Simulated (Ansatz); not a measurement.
# SrCa3: the cost of one run

Method: DFT PBEsol, scalar-relativistic, plane waves, PAW, in Ansatz 0.2.0.

**1. The structure to begin with**

Symmetry: Pm-3m, No. 221, cubic system. The conventional cell has a = 5.717 Å, b = 5.717 Å, c = 5.717 Å, α = 90.00°, β = 90.00°, γ = 90.00°. Around Sr (site symmetry m-3m) lie 12 Ca at 4.04 Å. Ca (site symmetry 4/mmm) is surrounded by 4 Sr at 4.04 Å and 8 Ca at 4.04 Å.

Coordinates:

```
CELL_PARAMETERS angstrom
5.71677 0.00000 0.00000
0.00000 5.71677 0.00000
0.00000 0.00000 5.71677
ATOMIC_POSITIONS crystal
Sr 0.00000 0.00000 0.00000
Ca 0.00000 0.50000 0.50000
Ca 0.50000 0.00000 0.50000
Ca 0.50000 0.50000 0.00000
```

The structure comes from the Materials Project (structure only).

**2. A distortion that keeps the symmetry**

What differs from the listed cell: strain xx, yy, zz, yz, xz, xy = -0.5, -0.5, -0.5, +0.0, +0.0, +0.0 %.

Contents of input.yaml:

```yaml
crystal:
  lattice:
    - [5.6862382375, 0.0, 0.0]
    - [0.0, 5.6862382375, 0.0]
    - [0.0, 0.0, 5.6862382375]
  atoms:
    - { symbol: Sr, position: [0.0, 0.0, 0.0] }
    - { symbol: Ca, position: [0.0, 0.5, 0.5] }
    - { symbol: Ca, position: [0.5, 0.0, 0.5] }
    - { symbol: Ca, position: [0.5, 0.5, 0.0] }
basis:
  ecutwfc: 420
kpoints:
  mp_grid: { grid: [8, 8, 8] }
hamiltonian:
  xc: pbesol
scf:
  occupations: { method: gaussian, width: 0.1 }
output:
  forces: true
  stress: true
  eigenvalues: true
  populations: true
```

Run with:

```
ansatz run input.yaml --threads 1 --pin off --max-ram 1331MiB --backend cpu --events-out ev --progress --plain --runs-dir out
```

What time and memory should one allow on 1 thread of an x86-64 CPU, shared host?

About 5.3 s, with a peak of 0.56 GiB.
